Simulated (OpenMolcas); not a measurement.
# C2HCl2Si (SMILES C#C[Si](Cl)Cl): levels of theory compared

Aim: a comparison of 6 runs (UHF/cc-pVDZ, U-r2SCAN/cc-pVDZ, UM06-2X/cc-pVDZ, UM06-L/cc-pVDZ, USVWN5/cc-pVDZ, UTPSS/cc-pVDZ) of C2HCl2Si. 

The results are computed with OpenMolcas 26.06.

### 1 The molecule

C2HCl2Si: 6 atoms, total charge 0, spin state doublet. SMILES: `C#C[Si](Cl)Cl`. The C2–Si3 distance was set to 2.345 Å, away from the relaxed value.

Bond lengths: C1–C2 1.208 Å, Si3–Cl4 2.043 Å, Si3–Cl5 2.043 Å, C1–H6 1.066 Å. Angles: Cl4–Si3–Cl5 110.2°, C2–C1–H6 179.0°. A long bond or contact: C2–Si3 2.345 Å.

### 2 The energy at UHF/cc-pVDZ (run 1)

The input, job.inp:

```
>>> EXPORT MOLCAS_PRINT=2

&GATEWAY
  BasLib=$CurrDir
  Coord
  6
  bohr
  C      3.08455838     1.29874263     2.84821411
  C      1.56710830     0.56533992     1.30941013
  Si    -0.95317786    -1.10322211    -1.93092215
  Cl    -3.61693580    -3.45933264    -0.42726708
  Cl    -2.65695493     1.77067338    -3.86694657
  H      4.39961879     1.96203649     4.22374576
  Basis=cc-pVDZ
  Group=NoSym

&SEWARD

&SCF
  UHF
  Spin=2
  Thresholds=1e-10 1e-07 1e-07 1e-05
  PrOrbitals=0
```

The basis set cc-pVDZ is read from a file made from the Basis Set Exchange's data (not shown).

Command:

```sh
$ export MOLCAS_MEM=1860
$ pymolcas job.inp > job.log
```

Standard output:

```text
--- Start Module: gateway ---
[...]
--- Stop Module: gateway /rc=_RC_ALL_IS_WELL_ ---
--- Start Module: seward ---
[...]
      Basis functions           87
--- Stop Module: seward /rc=_RC_ALL_IS_WELL_ ---
[...]
--- Start Module: scf ---
[...]
       Convergence after  27 Iterations
[...]
::    Total SCF energy                              -1284.2170557600
[...]
      Total spin, S                                     0.5443832429
[...]
      Total electronic charge=   61.000000
      Total            charge=   -0.000000
[...]
      Dipole Moment (debye):
      Origin of the operator (angstrom)=   -0.7999   -0.2823   -0.6459
                   X=  3.3974E-01               Y= -7.0229E-01               Z= -9.7120E-01           Total=  1.2457E+00
      Quadrupole Moment (debye*angstrom):
[...]
--- Stop Module: scf /rc=_RC_ALL_IS_WELL_ ---
[...]
```

It took 8.7 s on 1 thread of Intel Xeon 6975P-C (Granite Rapids), shared host; peak memory 0.48 GiB.

### 3 A single-point energy at U-r2SCAN/cc-pVDZ (run 2)

The input, calc.input:

```
&GATEWAY
 BasLib=$CurrDir
 Coord
 6
 angstrom
 C        1.632278       0.687265       1.507210
 C        0.829278       0.299165       0.692910
 Si      -0.504400      -0.583800      -1.021800
 Cl      -1.914000      -1.830600      -0.226100
 Cl      -1.406000       0.937000      -2.046300
 H        2.328178       1.038265       2.235110
 Basis=cc-pVDZ
 Group=NoSym

&SEWARD
 GridInput
 Grid=UltraFine
 End of Grid

&SCF
 UHF
 Spin=2
 KSDFT=2
 1.0 MGGA_X_R2SCAN
 1.0 MGGA_C_R2SCAN
 Thresholds=1e-10 1e-07 1e-07 1e-05
 PrOrbitals=1 1
```

The basis set cc-pVDZ is read from a file made from the Basis Set Exchange's data (not shown).

Command:

```sh
$ export MOLCAS_MEM=1860
$ pymolcas calc.input > calc.log
```

Standard output:

```text
--- Start Module: gateway ---
[...]
--- Stop Module: gateway /rc=_RC_ALL_IS_WELL_ ---
--- Start Module: seward ---
[...]
      Basis functions           87
--- Stop Module: seward /rc=_RC_ALL_IS_WELL_ ---
[...]
--- Start Module: scf ---
[...]
       Convergence after  20 Iterations
[...]
::    Total KS-DFT energy                           -1286.5261275605
[...]
      Total spin, S                                     0.5028034544
[...]
      Total electronic charge=   61.000000
      Total            charge=   -0.000000
[...]
      Dipole Moment (debye):
      Origin of the operator (angstrom)=   -0.7999   -0.2823   -0.6459
                   X=  6.1195E-02               Y= -5.1287E-01               Z= -7.6110E-01           Total=  9.1981E-01
      Quadrupole Moment (debye*angstrom):
[...]
--- Stop Module: scf /rc=_RC_ALL_IS_WELL_ ---
[...]
```

Run time: 44 s. Hardware: 1 thread of Intel Xeon 6975P-C (Granite Rapids), shared host; peak memory 0.48 GiB.

### 4 The energy at UM06-2X/cc-pVDZ (run 3)

The input, mol.xyz:

```xyz
6

C      1.632278     0.687265     1.507210
C      0.829278     0.299165     0.692910
Si    -0.504400    -0.583800    -1.021800
Cl    -1.914000    -1.830600    -0.226100
Cl    -1.406000     0.937000    -2.046300
H      2.328178     1.038265     2.235110
```

The input, calc.inp:

```
* C2HCl2Si Kohn-Sham DFT

&gateway
 baslib=$CurrDir
 coord=mol.xyz
 basis=cc-pVDZ
 group=NoSym

&seward
 gridinput
 Grid=UltraFine
 End of Grid

&scf
 uhf
 spin=2
 ksdft=M062X
 thresholds=1e-10 1e-07 1e-07 1e-05
 prorbitals=1 2
```

The basis set cc-pVDZ is read from a file made from the Basis Set Exchange's data (not shown).

Command:

```sh
$ export MOLCAS_MEM=1860
$ pymolcas calc.inp > calc.log
```

Standard output:

```text
--- Start Module: gateway ---
[...]
--- Stop Module: gateway /rc=_RC_ALL_IS_WELL_ ---
--- Start Module: seward ---
[...]
      Basis functions           87
--- Stop Module: seward /rc=_RC_ALL_IS_WELL_ ---
[...]
--- Start Module: scf ---
[...]
       Convergence after  18 Iterations
[...]
::    Total KS-DFT energy                           -1286.5708143935
[...]
      Total spin, S                                     0.5018088986
[...]
      Total electronic charge=   61.000000
      Total            charge=   -0.000000
[...]
      Dipole Moment (debye):
      Origin of the operator (angstrom)=   -0.7999   -0.2823   -0.6459
                   X=  1.3078E-01               Y= -6.6653E-01               Z= -9.7528E-01           Total=  1.1885E+00
      Quadrupole Moment (debye*angstrom):
[...]
--- Stop Module: scf /rc=_RC_ALL_IS_WELL_ ---
[...]
```

It took 43 s on 1 thread of Intel Xeon 6975P-C (Granite Rapids), shared host; peak memory 0.48 GiB.

Runs 4 to 5 aren't shown in full; the table further down has their settings and results.

### 5 A single-point energy at UTPSS/cc-pVDZ (run 6)

The input, test.inp:

```
* C2HCl2Si Kohn-Sham DFT

&GATEWAY
  BasLib = $CurrDir
  Coord
  6
  bohr
  C      3.08455838     1.29874263     2.84821411
  C      1.56710830     0.56533992     1.30941013
  Si    -0.95317786    -1.10322211    -1.93092215
  Cl    -3.61693580    -3.45933264    -0.42726708
  Cl    -2.65695493     1.77067338    -3.86694657
  H      4.39961879     1.96203649     4.22374576
  Basis = cc-pVDZ
  Group = NoSym

&SEWARD
  GridInput
  Grid=UltraFine
  End of Grid

&SCF
  UHF
  Spin = 2
  KSDFT = 2
  1.0 MGGA_X_TPSS
  1.0 MGGA_C_TPSS
  Thresholds = 1e-10 1e-07 1e-07 1e-05
  PrOrbitals = 1 2
```

The basis set cc-pVDZ is read from a file made from the Basis Set Exchange's data (not shown).

Command:

```sh
$ export MOLCAS_MEM=1860
$ pymolcas test.inp > test.log
```

Standard output:

```text
--- Start Module: gateway ---
[...]
--- Stop Module: gateway /rc=_RC_ALL_IS_WELL_ ---
--- Start Module: seward ---
[...]
      Basis functions           87
--- Stop Module: seward /rc=_RC_ALL_IS_WELL_ ---
[...]
--- Start Module: scf ---
[...]
       Convergence after  19 Iterations
[...]
::    Total KS-DFT energy                           -1286.7340545842
[...]
      Total spin, S                                     0.5018752239
[...]
      Total electronic charge=   61.000000
      Total            charge=   -0.000000
[...]
      Dipole Moment (debye):
      Origin of the operator (angstrom)=   -0.7999   -0.2823   -0.6459
                   X=  9.4977E-03               Y= -4.7059E-01               Z= -7.1129E-01           Total=  8.5292E-01
      Quadrupole Moment (debye*angstrom):
[...]
--- Stop Module: scf /rc=_RC_ALL_IS_WELL_ ---
[...]
```

It took 44 s on 1 thread of Intel Xeon 6975P-C (Granite Rapids), shared host; peak memory 0.48 GiB.

### 6 All runs side by side

```
run             level  integration grid   energy (Eh)  dipole moment (D)  HOMO energy (eV)  LUMO energy (eV)  wall time
  1       UHF/cc-pVDZ                 –  -1284.217056               1.25            -10.35             -0.14      8.7 s
  2  U-r2SCAN/cc-pVDZ         UltraFine  -1286.526128               0.92             -6.54             -4.41       44 s
  3   UM06-2X/cc-pVDZ         UltraFine  -1286.570814               1.19             -8.30             -3.19       43 s
  4    UM06-L/cc-pVDZ         UltraFine  -1286.637527               0.93             -6.42             -4.83       44 s
  5    USVWN5/cc-pVDZ         UltraFine  -1281.820115               0.73             -6.08             -5.10       17 s
  6     UTPSS/cc-pVDZ         UltraFine  -1286.734055               0.85             -6.28             -4.67       44 s
```

### 7 Outcome

| quantity | value |
| --- | --- |
| run 6: total energy | -1286.73405 Eh |
| run 6: dipole moment | 0.85 D |
| run 6: HOMO energy (highest over α and β) | -6.28 eV |
| run 6: LUMO energy (lowest over α and β) | -4.67 eV |
| run 6: ⟨S²⟩ | 0.754 |

What this shows: The dipole moment (its size) runs from 0.73 D (USVWN5/cc-pVDZ) to 1.25 D (UHF/cc-pVDZ). Totals of different functionals can't be ranked against each other. All runs together took 3.3 min, the longest 44 s.
